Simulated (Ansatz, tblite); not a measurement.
KMgI$_{3}$: GFN2-xTB, run from Python

These are simulated results from tblite 0.8.0, not measurements. The cell was built from a prototype and was relaxed with r2SCAN in plane waves (Ansatz 0.2.0). It may be hypothetical. All runs are without spin polarisation.

Space group Pm-3m (No. 221), cubic; conventional cell a = 5.814 Å, 39.30 Å³ an atom. K has 12 I at 4.11 Å; Mg has 6 I at 2.91 Å; I has 2 Mg at 2.91 Å and 4 K at 4.11 Å.

tblite solves periodic systems at the zone centre alone, so the script builds a cluster of 2×2×2 conventional cells (40 atoms), which folds in a coarse mesh of k points.

Input script:

```python
import json
from ase import Atoms
from ase.build import make_supercell
from ase.units import Bohr, GPa, Hartree
from tblite.interface import Calculator

atoms = Atoms(['K', 'Mg', 'I', 'I', 'I'],
              cell=[[5.81385662, 0.0, 0.0], [0.0, 5.81385662, 0.0], [0.0, 0.0, 5.81385662]],
              scaled_positions=[[0.0, 0.0, 0.0], [0.5, 0.5, 0.5], [0.5, 0.5, 0.0], [0.5, 0.0, 0.5], [0.0, 0.5, 0.5]],
              pbc=True)
cluster = make_supercell(atoms, [[2, 0, 0], [0, 2, 0], [0, 0, 2]])
calc = Calculator('GFN2-xTB', cluster.numbers, cluster.positions / Bohr, lattice=cluster.cell[:] / Bohr, periodic=cluster.pbc)
calc.set('temperature', 0.02 / Hartree)
calc.set('max-iter', 150)
res = calc.singlepoint()
levels = res.get('orbital-energies') * Hartree
nv = round(res.get('orbital-occupations').sum() / 2)
cells = len(cluster) // len(atoms)
out = {'energy_per_cell': res.get('energy') * Hartree / cells, 'homo': levels[nv - 1], 'lumo': levels[nv],
       'stress': (-res.get('virial') * Hartree / cluster.get_volume() / GPa).tolist(), 'charges': res.get('charges')[:len(atoms)].tolist(), 'electrons': 2 * nv / cells}
json.dump(out, open('results.json', 'w'))
for key, value in out.items():
    print(key, value)
```

Command: `python run.py`. It took 2.9 s on 1 thread of Arm Neoverse V1 (shared host), peak memory 0.1 GiB.

The log:

```
------------------------------------------------------------
  cycle        total energy    energy error   density error
------------------------------------------------------------
      1     -95.94491251094  -9.6027372E+01   3.7540725E-01
      2     -99.20905634015  -3.2641438E+00   2.2978926E-01
      3     -99.67241376207  -4.6335742E-01   3.0958301E-01
      4     -94.88698483264   4.7854289E+00   7.0490265E-01
      5     -100.1666381520  -5.2796533E+00   7.2464762E-02
      6     -100.0078950432   1.5874311E-01   1.1179121E-01
      7     -100.1349329826  -1.2703794E-01   7.0364777E-02
      8     -100.2043088735  -6.9375891E-02   1.0222567E-02
      9     -100.2024144421   1.8944315E-03   1.2777454E-02
     10     -100.2046021596  -2.1877175E-03   2.3160102E-03
     11     -100.2046122057  -1.0046082E-05   1.4945508E-03
     12     -100.2045424035   6.9802186E-05   2.0714575E-03
     13     -100.2045849363  -4.2532858E-05   1.3980823E-03
     14     -100.2045929160  -7.9796313E-06   1.2222573E-03
     15     -100.2046041870  -1.1271007E-05   9.0520604E-04
     16     -100.2046140651  -9.8781466E-06   4.4291321E-04
     17     -100.2046153502  -1.2850872E-06   3.2954216E-04
     18     -100.2046166271  -1.2769097E-06   1.3494470E-04
     19     -100.2046167568  -1.2964973E-07   9.3839247E-05
     20     -100.2046168681  -1.1134991E-07   2.7834552E-05
     21     -100.2046168791  -1.1008154E-08   2.5216738E-06
------------------------------------------------------------

 total:                                   2.305 sec
energy_per_cell -340.83831391516986
homo -11.757774627684961
lumo -10.307553333260376
stress [[2.9483421971431754, 3.506660866962594e-06, 3.50690896854279e-06], [3.506660866889151e-06, 2.948342197142672, 3.5083391453482847e-06], [3.5069089685416824e-06, 3.5083391454248628e-06, 2.9483421971424875]]
charges [0.6488384375967511, 0.49168675354726943, -0.3801758344035021, -0.3801758344032964, -0.3801758344021034]
electrons 24.0
```

The cycle table is in hartree for the whole cluster, and the lines after it are in eV (the energy for one cell). The printed stress is in GPa and positive in compression, and the pressure is its mean diagonal.

GFN2-xTB gives a gap of 1.45 eV. On the same cell, plane-wave PBE (Ansatz, 4×4×4 k points and the special points) gives a gap of 1.23 eV and r2SCAN a gap of 1.87 eV; on shared hosts these took about 6.7 and 16 core-seconds on the 5-atom cell, against 2.9 for the script. Spin-orbit coupling, left out in all these runs, can cut or reorder the gap by tenths of an eV, up to about 1 eV with Pb or Bi. xTB was fitted to molecules, so gaps, charges and pressures of solids can be far off, and the gap also depends on the size of the cluster.

The same script was run on cells scaled at fixed shape and fractional coordinates:

| volume (Å³/atom) | energy (meV/atom) | pressure (GPa, positive in compression) | gap (eV) |
| --- | --- | --- | --- |
| 34.59 | 160.7 | 14.42 | 1.42 |
| 36.94 | 56.2 | 4.73 | 1.46 |
| 39.30 | 0.0 | 2.95 | 1.45 |
| 41.66 | -33.1 | 1.57 | 1.40 |
| 44.02 | -48.1 | 0.50 | 1.32 |

The minimum lies beyond the largest of these volumes.

xTB was fitted mostly to molecules, and a small cluster samples few k points, so gaps, pressures and kinks along a curve can be far from a solid's.

Spin-orbit coupling is left out, which matters wherever the heavy atoms make up the band edges.
